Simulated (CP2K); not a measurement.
**Ir in CP2K: the effect of dispersion**

The system is Ir, a slab with vacuum.

```xyz
6
Lattice="2.7149 0.0000 0.0000 0.0000 2.7149 0.0000 0.0000 0.0000 24.5985" Properties=species:S:1:pos:R:3 pbc="T T T"
Ir    1.3574    1.3574    7.5000
Ir    0.0000    0.0000    9.4197
Ir    1.3574    1.3574   11.3394
Ir    0.0000    0.0000   13.2591
Ir    1.3574    1.3574   15.1788
Ir    0.0000    0.0000   17.0985
```

The slab is cut from a database's or a generator's crystal, which needn't be the stable form of the element.

Alike in all runs:

| Item | Value |
| --- | --- |
| Program | CP2K 2026.2 |
| Task | single point |
| Functional | RPBE |
| Potentials or basis | POTENTIAL_UZH Ir GTH-PBE-q17; DZVP-MOLOPT-PBE-GTH basis |
| Density cutoff | 6123 eV |
| k mesh | 8 × 8 × 1 |
| Occupations | fermi-dirac, width 0.05 eV |
| Spin | no spin polarisation |

```tsv
dispersion	largest force (eV/Å)
none	?
D3	0.83
D3(BJ)	2.26
D4	1.10
D3(BJ)+ATM	2.24
```

What does the run with dispersion none give?

Largest force 0.89 eV/Å.

Caveats: the potentials were made for another functional, which shifts forces and pressure.
